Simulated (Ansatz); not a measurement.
# CH6BClGeO, SMILES OC[B](Cl)[GeH3]: vertical spin-state energies

With Ansatz 0.2.0, Python API.

Interactive session:
```pycon
>>> import warnings
>>> import ansatz as az
>>> warnings.simplefilter("ignore", az.DeckWarning)
>>> geometry_ang = [
...     ("O", (-1.1739, 1.4582, -0.366)),
...     ("C", (-0.5739, 0.5412, -1.1648)),
...     ("B", (-0.1505, -0.6886, -0.2789)),
...     ("Cl", (-0.6722, -2.374, -0.6334)),
...     ("Ge", (1.1644, -0.4167, 1.2533)),
...     ("H", (-2.1553, 1.2013, -0.254)),
...     ("H", (-1.2046, 0.198, -1.985)),
...     ("H", (0.3723, 1.0196, -1.622)),
...     ("H", (0.4869, -0.8341, 2.6342)),
...     ("H", (1.5422, 1.0926, 1.3805)),
...     ("H", (2.4299, -1.2545, 1.0567)),
... ]
>>> system = az.Crystal.molecule()
>>> for symbol, xyz in geometry_ang:
...     system = system.atom(symbol, xyz)
...
>>> model = system.calculation().basis(gaussian="def2-SVPD").functional("r2scan")
>>> found = {}
>>> for unpaired in [0, 2]:
...     r = model.spin("collinear", total=unpaired).run(threads=1).report
...     s = unpaired / 2
...     found[unpaired] = r["free_energy_ev"]
...     print(f"2S+1 = {unpaired + 1}: E = {found[unpaired]:.5f} eV, <S^2> = {abs(r['mean_field']['state']['spin_squared']):.3f} (pure state {s * (s + 1):.2f})")
...
2S+1 = 1: E = -72882.47967 eV, <S^2> = 0.000 (pure state 0.00)
2S+1 = 3: E = -72879.55627 eV, <S^2> = 2.009 (pure state 2.00)
>>> lowest = min(found, key=found.get)
>>> for unpaired, e in found.items():
...     print(f"multiplicity {unpaired + 1}: {(e - found[lowest]):.3f} eV above the lowest")
...
multiplicity 1: 0.000 eV above the lowest
multiplicity 3: 2.923 eV above the lowest
```

In order: multiplicity 1 (+0.00 eV) and multiplicity 3 (+2.92 eV), all at the one geometry.

Total energies depend on the basis set; only differences at equal settings carry meaning. The geometry is a force-field or estimated start, not a minimum of this method, and the basis set is short of its limit. All parts are taken at fixed geometry, without zero-point energy. The whole script took 62 s on 1 thread of Intel(R) Xeon(R) Processor @ 2.30GHz, on a shared host, peak memory 0.46 GiB.
